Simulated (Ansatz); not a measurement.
# F2GeH4O2: the cost of one run

Method: RKS PBE/def2-SVP, in Ansatz 0.2.0.

1 further run of the same task is left out (it didn't finish).

### Step 1. The system as given

Bond lengths: Ge1–F2 2.030 Å, Ge1–O3 1.770 Å, O3–H4 1.010 Å, Ge1–O5 1.769 Å, O5–H6 1.010 Å, Ge1–F7 1.679 Å. Angles: F2–Ge1–O3 109.4°, F2–Ge1–O5 109.5°, F2–Ge1–F7 109.5°, O3–Ge1–O5 109.5°, O3–Ge1–F7 109.5°, O5–Ge1–F7 109.5°, Ge1–O3–H4 109.5°, Ge1–O5–H6 109.5°.

Structure file:

```xyz
9

Ge    0.0000    0.0000    0.0000
F     0.0000    0.0000    2.0300
O     1.6691    0.0000   -0.5894
H     1.9855   -0.9521   -0.7061
O    -0.8337    1.4443   -0.5894
H    -1.7915    1.2136   -0.8118
F    -0.7913   -1.3709   -0.5594
H     0.9702    1.4632    0.5833
H     0.7272    1.0966    1.5287
```

### Step 2. A restrained relaxation towards end A

Springs on the bonds that form and break draw the guess towards this end; the thresholds are loose.

Input file input.yaml:

```yaml
crystal:
  periodic: [false, false, false]
  atoms:
    - { symbol: Ge, position_ang: [0.0, 0.0, 0.0] }
    - { symbol: F, position_ang: [0.0, 0.0, 2.03] }
    - { symbol: O, position_ang: [1.6691, 0.0, -0.5894] }
    - { symbol: H, position_ang: [1.9855, -0.9521, -0.7061] }
    - { symbol: O, position_ang: [-0.8337, 1.4443, -0.5894] }
    - { symbol: H, position_ang: [-1.7915, 1.2136, -0.8118] }
    - { symbol: F, position_ang: [-0.7913, -1.3709, -0.5594] }
    - { symbol: H, position_ang: [0.9702, 1.4632, 0.5833] }
    - { symbol: H, position_ang: [0.7272, 1.0966, 1.5287] }
basis:
  gaussian: { orbitals: def2-SVP }
hamiltonian:
  xc: pbe
relax:
  f_tol: 0.15
  max_steps: 25
  restrain:
    - { distance: [0, 7], at: 2.75, k: 30.0 }
    - { distance: [8, 1], at: 2.12, k: 30.0 }
    - { distance: [0, 1], at: 1.68, k: 30.0 }
    - { distance: [8, 7], at: 0.66, k: 30.0 }
output:
  orbitals: {}
```

Launch:

```bash
$ ansatz run input.yaml --threads 2 --pin off --max-ram 3072MiB --backend cpu --events-out ev --progress --plain --runs-dir out
```

What time and memory should one allow on 2 threads of Arm Neoverse V2, shared host?

About 18 s, with a peak of 0.15 GiB.
